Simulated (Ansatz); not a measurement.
# CH9FO2Si3: the cost of one run

All numbers below are computed with Ansatz 0.2.0 (RKS r2SCAN-D4/STO-3G).

## (1) The structure to begin with

Bond lengths (14 of 15 bonds, heavy atoms first): Si1–F2 1.590 Å, Si1–C3 1.870 Å, Si1–O7 1.679 Å, O7–Si8 1.680 Å, Si1–O12 1.679 Å, O12–Si13 1.680 Å, C3–H4 1.110 Å, C3–H5 1.110 Å, C3–H6 1.110 Å, Si8–H9 1.460 Å, Si8–H10 1.460 Å, Si8–H11 1.460 Å, Si13–H14 1.460 Å, Si13–H15 1.460 Å. Angles (14 of 26 angles, heavy atoms first): F2–Si1–C3 109.4°, F2–Si1–O7 109.5°, F2–Si1–O12 109.5°, C3–Si1–O7 109.5°, C3–Si1–O12 109.5°, O7–Si1–O12 109.5°, Si1–O7–Si8 125.0°, Si1–O12–Si13 125.0°, Si1–C3–H4 109.5°, Si1–C3–H5 109.5°, Si1–C3–H6 109.5°, O7–Si8–H9 109.5°, O7–Si8–H10 109.5°, O7–Si8–H11 109.5°.

As a file:

```xyz
16

Si    0.0000    0.0000    0.0000
F     0.0000    0.0000    1.5900
C     1.7634    0.0000   -0.6227
H     2.1111   -1.0463   -0.7509
H     1.8119    0.5276   -1.5981
H     2.4154    0.5187    0.1108
O    -0.7913    1.3709   -0.5594
Si   -2.4002    1.4263   -1.0396
H    -3.2124    0.6421   -0.1138
H    -2.8620    2.8114   -1.0378
H    -2.5267    0.8736   -2.3850
O    -0.7913   -1.3709   -0.5594
Si   -1.6730   -2.4329    0.3983
H    -1.2634   -2.2870    1.7920
H    -3.0964   -2.1323    0.2761
H    -1.4264   -3.8036   -0.0398
```

## (2) Relaxing the start

Input file input.yaml:

```yaml
crystal:
  periodic: [false, false, false]
  atoms:
    - { symbol: Si, position_ang: [0.0, 0.0, 0.0] }
    - { symbol: F, position_ang: [0.0, 0.0, 1.59] }
    - { symbol: C, position_ang: [1.7634, 0.0, -0.6227] }
    - { symbol: H, position_ang: [2.1111, -1.0463, -0.7509] }
    - { symbol: H, position_ang: [1.8119, 0.5276, -1.5981] }
    - { symbol: H, position_ang: [2.4154, 0.5187, 0.1108] }
    - { symbol: O, position_ang: [-0.7913, 1.3709, -0.5594] }
    - { symbol: Si, position_ang: [-2.4002, 1.4263, -1.0396] }
    - { symbol: H, position_ang: [-3.2124, 0.6421, -0.1138] }
    - { symbol: H, position_ang: [-2.862, 2.8114, -1.0378] }
    - { symbol: H, position_ang: [-2.5267, 0.8736, -2.385] }
    - { symbol: O, position_ang: [-0.7913, -1.3709, -0.5594] }
    - { symbol: Si, position_ang: [-1.673, -2.4329, 0.3983] }
    - { symbol: H, position_ang: [-1.2634, -2.287, 1.792] }
    - { symbol: H, position_ang: [-3.0964, -2.1323, 0.2761] }
    - { symbol: H, position_ang: [-1.4264, -3.8036, -0.0398] }
basis:
  gaussian: { orbitals: STO-3G }
hamiltonian:
  xc: r2scan
  dispersion: d4
relax:
  f_tol: 0.02
  max_steps: 40
```

Launch:

```sh
$ ansatz run input.yaml --threads 1 --pin off --max-ram 2048MiB --backend cpu --events-out ev --progress --plain --runs-dir out
```

What time and memory should one allow on 1 thread of Arm Neoverse V1, shared host?

About 3.7 min, with a peak of 0.2 GiB.
